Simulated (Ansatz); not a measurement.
Runs of Ansatz 0.2.0 on ScNb. It takes space group P-6m2 (No. 187, hexagonal). The conventional cell has a = 3.066 Å, b = 3.066 Å, c = 5.072 Å, α = 90.00°, β = 90.00°, γ = 120.00°. Nb (site symmetry -6m2) is surrounded by 6 Nb at 3.07 Å and 6 Sc at 3.09 Å. Sc (site symmetry -6m2) is surrounded by 6 Sc at 3.07 Å and 6 Nb at 3.09 Å. The cell comes from a database or a generator and needn't be the stable form of this composition.

| level | potentials or basis | spin | cell | k mesh | cutoff (eV) | smearing | basis error allowed | mesh quality | gap on the mesh (eV) | pressure (GPa) |
| --- | --- | --- | --- | --- | --- | --- | --- | --- | --- | --- |
| PBE | all-electron LAPW, scalar-relativistic | off | as given | 6 × 6 × 3 | 162 | fermi-dirac 0.03 eV | 0.004 eV/atom | coarse | none | 0.3 |
| PBEsol | all-electron LAPW, scalar-relativistic | off | as given | 10 × 10 × 5 | 190 | gaussian 0.1 eV | 0.001 eV/atom | not flagged | none | (a) |
| RPBE | all-electron LAPW, relativistic spinors | SOC, no magnetisation | the cell as VASP's run set it | 7 × 7 × 4 | 195 | methfessel-paxton 0.2 eV | 0.001 eV/atom | coarse | none | 2.5 |
| PBE | all-electron LAPW, scalar-relativistic | off | the cell as VASP's run set it | 10 × 10 × 5 | 190 | methfessel-paxton 0.1 eV | 0.001 eV/atom | not flagged | none | -0.1 |
| PBE | all-electron LAPW, scalar-relativistic | off | as given | 10 × 10 × 5 | 190 | gaussian 0.05 eV | 0.001 eV/atom | not flagged | none | -0.1 |

Alike in all rows: task single point.

Question: Fill in the values left out.

Answer: (a) -4.1.

Caveats: some runs use coarse meshes; the k mesh is thin for a metal, which can move the energy by tens of meV per atom (some runs).

A k mesh can miss the band edges, and rows without SOC leave out spin-orbit coupling on Nb.

A gap of «none» marks a metal or a gap under the smearing width.
